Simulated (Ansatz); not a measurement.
# GaBGeH (doublet): wave-function methods side by side, cc-pVDZ

How much of the correlation energy of GaBGeH (doublet) does each wave-function method recover here?

Method: cc-pVDZ, core rule «outside noble gas», up to 29 orbitals frozen; program: Ansatz 0.2.0, Gaussian basis.

Plan: UHF; CCSD(T) on ROHF; CCSD(T) on UHF; BCCD(T) on ROHF; CISD as a restricted active space (open shells left free, so some higher excitations enter); CCSDT(Q) on ROHF; CCSDT(Q) on UHF; CASSCF and MRCISD+Q, 9 electrons in 9 orbitals; CASSCF and MRCISD+Q(relaxed), 9 electrons in 9 orbitals; CASSCF and NEVPT2, 9 electrons in 9 orbitals.

30 further runs of the same task are left out: 1 for a known fault of the program, 17 that didn't finish, 12 set aside as unsound or not needed. Runs told in other sessions of the task aren't counted.

## (1) What is computed

The geometry is a PBE0/def2-TZVP stationary point (not a proven minimum). No spin-orbit coupling is included. The filled d shell of Ge, Ga may be among the frozen orbitals whatever the setting's name suggests.

4 atoms, charge 0, spin multiplicity 2.

Atoms are counted from 1 here; the program's logs count them from 0.

Bond lengths: B1–Ge2 1.905 Å, B1–Ga3 2.267 Å, B1–H4 1.191 Å, Ge2–Ga3 2.453 Å. Angles: Ge2–B1–Ga3 71.4°, Ge2–B1–H4 173.7°, Ga3–B1–H4 114.9°, B1–Ge2–Ga3 61.2°, B1–Ga3–Ge2 47.4°.

## (2) UHF

The input, in.yaml:

```yaml
crystal:
  periodic: [false, false, false]
  atoms:
    - {symbol: B, position_ang: [0.000000, 1.527222, 0.299579]}
    - {symbol: Ge, position_ang: [0.000000, -0.162376, 1.179334]}
    - {symbol: Ga, position_ang: [0.000000, -0.105776, -1.273239]}
    - {symbol: H, position_ang: [0.000000, 2.638250, -0.130505]}
basis:
  gaussian: {orbitals: cc-pVDZ}
magnetization: {spin_polarized: true, initial_magnetization: 1}
hamiltonian: {xc: hf}
output: {orbitals: {seedname: orbitals}}
```

Run with:

```console
ansatz run in.yaml --threads 1 --pin off --events-out ev --progress --plain --max-ram 2393MiB
```

Further steps of the session: CCSD(T) on ROHF; CCSD(T) on UHF; BCCD(T) on ROHF; CISD as a restricted active space (open shells left free, so some higher excitations enter); CCSDT(Q) on ROHF; CCSDT(Q) on UHF; CASSCF and MRCISD+Q, 9 electrons in 9 orbitals; CASSCF and MRCISD+Q(relaxed), 9 electrons in 9 orbitals; CASSCF and NEVPT2, 9 electrons in 9 orbitals.

Q: Predict the results of all the runs planned. Wanted: UCCSDT(Q) from the RHF energy; RMP2 from UCCSDT(Q); UMP2 from UCCSDT(Q); RCCSD from UCCSDT(Q); RCCSD(T) from UCCSDT(Q); UCCSD(T) from UCCSDT(Q); RCCSDT(Q) from UCCSDT(Q); NEVPT2 frontier from UCCSDT(Q); MRCISD+Q frontier from UCCSDT(Q).

As calculated:

| quantity | value |
| --- | --- |
| UCCSDT(Q) from the ROHF energy | -7.1007 eV |
| RMP2 from UCCSDT(Q) | +1179.7 meV |
| UMP2 from UCCSDT(Q) | +1250.6 meV |
| RCCSD from UCCSDT(Q) | +498.8 meV |
| RCCSD(T) from UCCSDT(Q) | +79.3 meV |
| UCCSD(T) from UCCSDT(Q) | +80.6 meV |
| RCCSDT(Q) from UCCSDT(Q) | +6.7 meV |
| NEVPT2 frontier from UCCSDT(Q) | +1143.8 meV |
| MRCISD+Q frontier from UCCSDT(Q) | +56.3 meV |
| MRCISD+Q(relaxed) frontier from UCCSDT(Q) | +26.2 meV |
| levels within 1 kcal/mol (43 meV) | UCCSDT, RCCSDT(Q), MRCISD+Q(relaxed) frontier |
| T1 diagnostic | 0.029 |

What this shows: RCCSD(T) lands +79.3 meV from the yardstick (1.1 % of the correlation energy). Of the multireference levels listed MRCISD+Q(relaxed) frontier comes nearest in total energy (+26.2 meV), which doesn't show that its space is the better one. These misses are within one basis, not against nature; the frozen cores of restricted and unrestricted runs differ, which can shift their rows.
